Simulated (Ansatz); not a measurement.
# C3H5ClSi: the cost of one run

All numbers below are computed with Ansatz 0.2.0 (RKS B3LYP-D4/cc-pVDZ).

## 1. The starting structure

Bond lengths: C1–C2 1.485 Å, C2–C3 1.196 Å, C3–Si4 1.918 Å, Si4–Cl5 2.087 Å, C1–H6 1.035 Å, C1–H7 1.117 Å, C1–H8 1.058 Å, Si4–H9 1.537 Å, Si4–H10 1.409 Å. Angles: C1–C2–C3 179.0°, C2–C1–H6 111.5°, C2–C1–H7 106.0°, C2–C1–H8 109.0°, H6–C1–H7 108.0°, H6–C1–H8 113.6°, H7–C1–H8 108.5°, C2–C3–Si4 175.8°, C3–Si4–Cl5 105.3°, C3–Si4–H9 109.3°, C3–Si4–H10 113.8°, Cl5–Si4–H9 106.4°, Cl5–Si4–H10 109.3°, H9–Si4–H10 112.2°.

Structure file:

```xyz
10

C    -0.7708   -2.1869    0.0957
C    -0.2726   -0.7889    0.0589
C     0.1471    0.3301    0.0227
Si    0.9464    2.0734   -0.0081
Cl   -0.1771    3.1701   -1.3824
H    -0.1779   -2.8161   -0.4738
H    -1.7887   -2.1631   -0.3638
H    -0.8646   -2.4923    1.1044
H     0.7438    2.7503    1.3565
H     2.2975    2.0722   -0.4072
```

## 2. End point A

Input file input.yaml:

```yaml
crystal:
  periodic: [false, false, false]
  atoms:
    - { symbol: C, position_ang: [-0.7708, -2.1869, 0.0957] }
    - { symbol: C, position_ang: [-0.2726, -0.7889, 0.0589] }
    - { symbol: C, position_ang: [0.1471, 0.3301, 0.0227] }
    - { symbol: Si, position_ang: [0.9464, 2.0734, -0.0081] }
    - { symbol: Cl, position_ang: [-0.1771, 3.1701, -1.3824] }
    - { symbol: H, position_ang: [-0.1779, -2.8161, -0.4738] }
    - { symbol: H, position_ang: [-1.7887, -2.1631, -0.3638] }
    - { symbol: H, position_ang: [-0.8646, -2.4923, 1.1044] }
    - { symbol: H, position_ang: [0.7438, 2.7503, 1.3565] }
    - { symbol: H, position_ang: [2.2975, 2.0722, -0.4072] }
basis:
  gaussian: { orbitals: cc-pVDZ }
hamiltonian:
  xc: b3lyp
  dispersion: d4
relax:
  f_tol: 0.02
  max_steps: 50
```

On the command line:

```bash
$ ansatz run input.yaml --threads 2 --pin off --max-ram 3072MiB --backend cpu --events-out ev --progress --plain --runs-dir out
```

Q: Estimate wall time and peak memory on 2 threads of Arm Neoverse V1, shared host.

About 16 s, with a peak of 0.22 GiB.
